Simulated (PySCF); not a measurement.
# C2H7FGe: the cost of one run

Programs: PySCF 2.14.0, with density-fitted response routines of our own. Each step states its level of theory. These are calculated values for one molecule in the gas phase, unless marked as measured. Atoms are numbered from 0 throughout.

## Step 1: The starting structure

11 atoms, charge 0, multiplicity 1; geometry from: GFN2-xTB. The atoms were then displaced at random by about 0.01 Å, so the start is not that level's minimum.

Bonds of the start (Å): F0–C1 1.37, C1–C2 1.51, C2–Ge3 2.03, C1–H4 1.10, C1–H5 1.09, C2–H6 1.08, C2–H7 1.08, Ge3–H8 1.51, Ge3–H9 1.47, Ge3–H10 1.47.

## Step 2: Relaxing the molecule at PBE0-D3(BJ)/def2-SVP

What the job is given:

```
{"job": {"xc": "PBE0", "basis": "def2-SVP", "d3": "d3bj", "grid": 1, "shake": 0.01, "kind": "geom"}, "charge": 0, "multiplicity": 1}
F     -0.912710     1.549780     0.206860
C     -1.361400     0.255450     0.254780
C     -0.348710    -0.608120    -0.450030
Ge     1.508890     0.063210     0.028430
H     -2.348570     0.220880    -0.219180
H     -1.437120     0.017180     1.317410
H     -0.452110    -0.550520    -1.521880
H     -0.453030    -1.639870    -0.153710
H      1.577420     0.248130     1.529560
H      2.508660    -0.936290    -0.380230
H      1.756800     1.354350    -0.627690
```

The run is started by

```bash
$ OMP_NUM_THREADS=1 python probes_run.py task.json out
```

The driver reads the jobs from task.json and runs them one after another.

**Question.** How long does this first job take on 1 thread of Arm Neoverse V1, shared host, and how much memory does it need?

About 37 s, with a peak of 0.44 GiB.
